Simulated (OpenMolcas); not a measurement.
# CH3Cl3Sn (methyltin trichloride) at SOGGA11/def2-TZVP (core potential)

Aim: the vertical singlet–triplet gap of CH3Cl3Sn (methyltin trichloride) at SOGGA11/def2-TZVP (core potential), from 2 runs. 

Program for the calculation: OpenMolcas 26.06.

**1. The molecule**

CH3Cl3Sn has 8 atoms, charge 0, and is taken as a singlet. SMILES: `[CH3][Sn]([Cl])([Cl])[Cl]`. The shape comes from GFN2-xTB, which is rough for such elements, and wasn't checked as a minimum.

Bond lengths: C1–Sn2 2.218 Å, Sn2–Cl3 2.326 Å, Sn2–Cl4 2.327 Å, Sn2–Cl5 2.327 Å, C1–H6 1.083 Å, C1–H7 1.083 Å, C1–H8 1.083 Å. Some angles: C1–Sn2–Cl3 112.5°, C1–Sn2–Cl4 112.4°, C1–Sn2–Cl5 112.4°, Cl3–Sn2–Cl4 106.4°, Cl3–Sn2–Cl5 106.4°, Cl4–Sn2–Cl5 106.3°, Sn2–C1–H6 107.5°, Sn2–C1–H7 107.4°, Sn2–C1–H8 107.6°, H6–C1–H7 111.4°.

**2. The energy at SOGGA11/def2-TZVP (core potential)**

coord.xyz reads:

```xyz
8

C     -0.927320    -0.282410     0.895650
Sn     0.631880     0.191100    -0.609250
Cl     2.527290    -1.136720    -0.374740
Cl    -0.119110    -0.114450    -2.790060
Cl     1.354450     2.398940    -0.471490
H     -1.211660    -1.317430     0.754370
H     -0.492730    -0.122760     1.874280
H     -1.762800     0.383740     0.721240
```

job.inp reads:

```
&GATEWAY
 BasLib=$CurrDir
 Coord=coord.xyz
 Basis=def2-TZVP
 Group=NoSym

&SEWARD

&SCF
 KSDFT=2
 1.0 GGA_X_SOGGA11
 1.0 GGA_C_SOGGA11
 PrOrbitals=0
```

The basis set def2-TZVP is read from a file made from the Basis Set Exchange's data (not shown).

The run is started by

```bash
export MOLCAS_MEM=1860
pymolcas job.inp > job.log
```

The program printed:

```text
--- Start Module: gateway ---
[...]
--- Stop Module: gateway /rc=_RC_ALL_IS_WELL_ ---
--- Start Module: seward ---
[...]
      Basis functions          210
--- Stop Module: seward /rc=_RC_ALL_IS_WELL_ ---
[...]
--- Start Module: scf ---
[...]
       Convergence after  17 Iterations
[...]
::    Total KS-DFT energy                           -1635.0006584453
[...]
      Total spin, S                                     0.0000000000
[...]
      Total electronic charge=   82.000000
      Total            charge=   -0.000000
[...]
      Dipole Moment (debye):
      Origin of the operator (angstrom)=    0.8035    0.2443   -0.7759
                   X= -2.3762E+00               Y= -7.2816E-01               Z=  2.2873E+00           Total=  3.3776E+00
      Quadrupole Moment (debye*angstrom):
[...]
--- Stop Module: scf /rc=_RC_ALL_IS_WELL_ ---
[...]
```

Run time: 2.4 min. Hardware: 1 thread of Arm Neoverse V1, shared host; peak memory 1.8 GiB.

**3. The triplet, same level**

coord.xyz is that of step 2.

job.inp reads:

```
* CH3Cl3Sn Kohn-Sham DFT

&GATEWAY
  BASLIB = $CurrDir
  COORD = coord.xyz
  BASIS = def2-TZVP
  GROUP = NoSym

&SEWARD

&SCF
  UHF
  SPIN = 3
  KSDFT = 2
  1.0 GGA_X_SOGGA11
  1.0 GGA_C_SOGGA11
  PRORBITALS = 0
```

The basis set def2-TZVP is read from a file made from the Basis Set Exchange's data (not shown).

The run is started by

```bash
export MOLCAS_MEM=1860
pymolcas job.inp > job.log
```

The program printed:

```text
--- Start Module: gateway ---
[...]
--- Stop Module: gateway /rc=_RC_ALL_IS_WELL_ ---
--- Start Module: seward ---
[...]
      Basis functions          210
--- Stop Module: seward /rc=_RC_ALL_IS_WELL_ ---
[...]
--- Start Module: scf ---
[...]
       Convergence after  37 Iterations
[...]
::    Total KS-DFT energy                           -1634.8331301436
[...]
      Total spin, S                                     1.0015961387
[...]
      Total electronic charge=   82.000000
      Total            charge=   -0.000000
[...]
      Dipole Moment (debye):
      Origin of the operator (angstrom)=    0.8035    0.2443   -0.7759
                   X= -2.2802E+00               Y= -6.9486E-01               Z=  2.1956E+00           Total=  3.2408E+00
      Quadrupole Moment (debye*angstrom):
[...]
--- Stop Module: scf /rc=_RC_ALL_IS_WELL_ ---
[...]
```

Wall time 5.1 min (1 thread of Arm Neoverse V1, shared host); peak memory 1.8 GiB.

**4. Summary of results**

Level: SOGGA11/def2-TZVP (core potential).

```
                                        quantity           value
                           singlet: total energy  -1635.00066 Eh
                          singlet: dipole moment          3.38 D
                            singlet: HOMO energy        -7.79 eV
                            singlet: LUMO energy        -3.04 eV
                          singlet: HOMO–LUMO gap         4.75 eV
                           triplet: total energy  -1634.83313 Eh
                          triplet: dipole moment          3.24 D
     triplet: HOMO energy (highest over α and β)        -3.21 eV
                                   triplet: ⟨S²⟩           2.005
vertical energy of the triplet above the singlet        4.559 eV
```

**Reading.** At this shape the triplet lies 4.56 eV (440 kJ/mol) above the singlet. Mulliken charges (singlet) run from -0.63 on C1 to +1.29 on Sn2; they depend strongly on the basis. Mulliken charges (triplet) run from -0.44 on C1 to +0.99 on Sn2; they depend strongly on the basis.
